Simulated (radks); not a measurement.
# The Coulomb parameter U of the 4f shell of Tm⁺

One table from this session's results is given with a row withheld; the runs are named, their logs left out.

Method: scalar-relativistic Kohn-Sham, PBE, spin-unpolarised, spherical densities, point nucleus. Code: radks (a radial shooting solver on a logarithmic mesh, Libxc functionals) version 1.

## Starting point

| Property | Result |
| --- | --- |
| element | thulium (Z = 69) |
| charge | +1 |
| electrons | 68 |
| configuration | [Xe] 4f11 5d2 6s1 |

The outer shells:

Tm⁺
```
[Xe] core
4f [↑↓][↑↓][↑↓][↑↓][↑ ][↑ ][↑ ]
5d [↑ ][↑ ][  ][  ][  ]
6s [↑ ]
```

Set-up of the first run:

The run's settings:

```text
Z 69
configuration [Xe] 4f11 5d2 6s1
relativity scalar-relativistic
functional pbe,pbe
spin unpolarised
nucleus point
c 137.035999084
```

Among the steps run: Start: [Xe] 4f11 5d2 6s1.

One of the session's tables, all rows but one given; the rest of the session is left out.

It belongs to the step «Start: [Xe] 4f11 5d2 6s1». Radial moments (bohr):

```
level     <r>  outermost maximum (interpolated)  90 % within  nodes
   4s  0.4968                             0.464        0.713      3
   4p  0.5267                             0.485        0.766      2
   4d  0.5676                             0.500        0.852      1
   5s   1.196                              1.07         1.72      4
   5p   1.402                              1.22         2.06      3
   4f  0.7209                             0.488         1.22      0
   6s   3.321                              2.90         4.84      5
   5d       ?                                 ?            ?      ?
```

Estimate the missing values for 5d.

As computed: <r>: 2.301; outermost maximum (interpolated): 1.72; 90 % within: 3.66; nodes: 2. In the column «<r>» it lies between 5p (1.402) and 6s (3.321).
